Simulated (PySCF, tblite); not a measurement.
# C3H13ClGe2Si: geometry, infrared bands and NMR shifts

Wanted: the infrared bands and NMR shifts of C3H13ClGe2Si (`C[CH](C)[Ge@@H]([GeH3])[SiH2]Cl`), by calculation.

Computed with tblite 0.8.0 and PySCF 2.14.0, with density-fitted response routines of our own, on a single molecule in the gas phase. Atoms are numbered from 0 throughout.

## Step 1: The starting structure

20 atoms, charge 0, multiplicity 1; geometry from: force field or distance geometry start.

Bonds of the start (Å): C0–C1 1.51, C1–C2 1.51, C1–Ge3 1.93, Ge3–Ge4 2.40, Ge3–Si5 2.29, Si5–Cl6 2.11, C0–H7 1.13, C0–H8 1.10, C0–H9 1.13, C1–H10 1.11, C2–H11 1.10, C2–H12 1.11, C2–H13 1.12, Ge3–H14 1.54, Ge4–H15 1.54, Ge4–H16 1.56, Ge4–H17 1.56, Si5–H18 1.48, Si5–H19 1.45.

## Step 2: Geometry optimisation with GFN2-xTB

What the job is given:

```
{"job": {"kind": "relax", "xc": "GFN2-xTB", "basis": "xTB"}, "charge": 0, "multiplicity": 1}
C     -1.286300     0.265200     1.331800
C     -1.172200     0.165300    -0.170800
C     -2.141000    -0.826100    -0.770300
Ge     0.639500    -0.119000    -0.787200
Ge     1.750600     1.993300    -0.545300
Si     1.825500    -1.648100     0.445100
Cl     3.248400    -0.634700     1.622000
H     -1.350700     1.362900     1.586900
H     -0.447200    -0.157600     1.894800
H     -2.287700    -0.152800     1.652900
H     -1.473900     1.156400    -0.573400
H     -2.108400    -1.825000    -0.313400
H     -2.060600    -0.856200    -1.878700
H     -3.160500    -0.404700    -0.565700
H      0.607400    -0.601500    -2.248600
H      3.278800     1.812800    -0.552600
H      1.254000     2.587800     0.806700
H      1.240700     2.889100    -1.713400
H      2.614000    -2.462900    -0.498900
H      1.024500    -2.533700     1.275300
```

Run with:

```
OMP_NUM_THREADS=1 python probes_run.py task.json out
```

One launch serves the whole session: the jobs run in the order shown.

**Question.** This job is followed by: GFN2-xTB harmonic vibrations, gas phase; GIAO PBE0/pcSseg-1 NMR shielding, non-relativistic, gas phase. What will the session give for the following? strongest single infrared mode (GFN2-xTB); zero-point energy (GFN2-xTB); ¹³C shifts against TMS (PBE0/pcSseg-1); ¹H shifts against TMS (PBE0/pcSseg-1, means over atoms taken as alike); ⁷³Ge shifts against GeMe4 (PBE0/pcSseg-1); ²⁹Si shifts against TMS (PBE0/pcSseg-1); ³⁵Cl shifts against HCl (PBE0/pcSseg-1).

The runs gave:

```
                                                              quantity                                         value
                             strongest single infrared mode (GFN2-xTB)                         2000 cm⁻¹, 577 km/mol
                                          zero-point energy (GFN2-xTB)                                 87.2 kcal/mol
                                ¹³C shifts against TMS (PBE0/pcSseg-1)                          25.2, 24.9, 23.8 ppm
¹H shifts against TMS (PBE0/pcSseg-1, means over atoms taken as alike)  5.52, 5.46, 4.26, 3.31, 1.54, 1.34, 1.17 ppm
                             ⁷³Ge shifts against GeMe4 (PBE0/pcSseg-1)                                -202, -355 ppm
                               ²⁹Si shifts against TMS (PBE0/pcSseg-1)                                     -29.1 ppm
                               ³⁵Cl shifts against HCl (PBE0/pcSseg-1)                                       -89 ppm
```

In words: The optimisation took 229 steps and gained 0.681 eV; among the close pairs (by a distance rule), Si5–Cl6 changed most, from 2.106 to 2.019 Å. No mode is imaginary among the 54: a minimum at this level. The strongest single mode, at 2000 cm⁻¹, moves mainly H17 and H16. Unscaled tight-binding wavenumbers are off by several per cent, some by more. Its intensities can rank the bands wrongly. At PBE0/pcSseg-1: The widest tensor belongs to Ge3: span 260 ppm, with a paramagnetic part of -1226 ppm. Spin-orbit coupling is left out, which matters for shieldings and couplings at and beside the heavy atoms.
